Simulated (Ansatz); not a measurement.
# GdCu: the cost of one run

Computed with Ansatz 0.2.0 (DFT LDA, with the methods named in each step, unless a step's input says otherwise).

## 1. The system as given

The structure is cubic, space group Pm-3m (No. 221). Conventional cell: a = 3.502 Å, b = 3.502 Å, c = 3.502 Å, α = 90.00°, β = 90.00°, γ = 90.00°. Gd (site symmetry m-3m) is surrounded by 8 Cu at 3.03 Å. Cu (site symmetry m-3m) has 8 Gd at 3.03 Å as nearest neighbours.

Coordinates:

```cif
data_structure
_symmetry_space_group_name_H-M 'P 1'
_symmetry_Int_Tables_number 1
_cell_length_a 3.5020
_cell_length_b 3.5020
_cell_length_c 3.5020
_cell_angle_alpha 90.000
_cell_angle_beta 90.000
_cell_angle_gamma 90.000
_cell_volume 42.95
loop_
_atom_site_label
_atom_site_type_symbol
_atom_site_fract_x
_atom_site_fract_y
_atom_site_fract_z
_atom_site_occupancy
Gd1 Gd 0.50000 0.50000 0.50000 1
Cu1 Cu 0.00000 0.00000 0.00000 1
```

Where an Elk run is restarted with further inputs, its INFO.OUT and LSJ.OUT are those of the last start.

The cell forces parallel moments, which needn't be the real order.

Elk's input and logs are in atomic units (hartree, bohr).

Atoms are numbered in the order of the input: Gd1, Cu2.

## 2. Collinear moments, PAW

Input file input.yaml:

```yaml
crystal:
  lattice:
    - [3.502, 0.0, 0.0]
    - [0.0, 3.502, 0.0]
    - [0.0, 0.0, 3.502]
  atoms:
    - { symbol: Gd, position: [0.5, 0.5, 0.5], spin: 7.0 }
    - { symbol: Cu, position: [0.0, 0.0, 0.0] }
magnetization:
  spin_polarized: true
kpoints:
  mp_grid: { grid: [10, 10, 10] }
scf:
  occupations: { method: fermi_dirac, width: 0.05 }
hamiltonian:
  xc: lda
  pseudopotentials: { kind: paw }
output:
  forces: true
  stress: true
  eigenvalues: true
```

Run with:

```console
$ ansatz run input.yaml --threads 2 --pin off --max-ram 3072MiB --backend cpu --events-out ev --progress --plain --runs-dir out
```

**Question.** How long does this run take on 2 threads of AMD EPYC 7R43 (Zen 3), shared host, and how much memory does it need?

About 7.5 s, with a peak of 0.48 GiB.
